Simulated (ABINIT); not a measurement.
A run of ABINIT 10.8.3 (patched build):

The input run.abi:

```
# Pseudopotentials
pp_dirpath "./"
pseudos "Al.upf, N.upf"

# Structure
acell 3.12849019 3.1284901875 5.01498407 Angstrom
rprim
     1.0000000000     0.0000000000     0.0000000000
    -0.4999999988     0.8660254045     0.0000000000
     0.0000000000     0.0000000000     1.0000000000
ntypat 2
znucl 13 7
natom 4
typat 1 1 2 2
xred
     0.3333333300     0.6666666700    -0.0007726000
     0.6666666700     0.3333333300     0.4992274000
     0.3333333300     0.6666666700     0.3807726000
     0.6666666700     0.3333333300     0.8807726000
chkprim 0
chksymtnons 0
tolsym 1.0e-6

# Plane-wave basis
ecut 42.0

# k points
kptopt 1
ngkpt 8 8 4
nshiftk 1
shiftk 0.0 0.0 0.0

# Exchange and correlation
ixc 11

# Bands and occupations
nband 12
occopt 3
tsmear 0.05 eV

# SCF cycle
nstep 100
tolvrs 1.0e-10

# Output
iomode 3
prtwf 0
prtden 0
prteig 0
prtebands 0
enunit 1
```

Potentials or basis: PseudoDojo NC SR PBE v0.4.1 standard.

Command:

```console
$ abinit run.abi > log 2>&1
```

Hardware: 1 thread of AMD EPYC 7R43 64-Core Processor (Zen 3) (shared host).

Task: How long does it take, and how much memory?

Result: It took 48 s on 1 thread of AMD EPYC 7R43 64-Core Processor (Zen 3) (shared host), peak memory 0.09 GiB. Counts: scf iterations 10, mpi ranks 1, k points 30, bands 12, plane waves 3746.
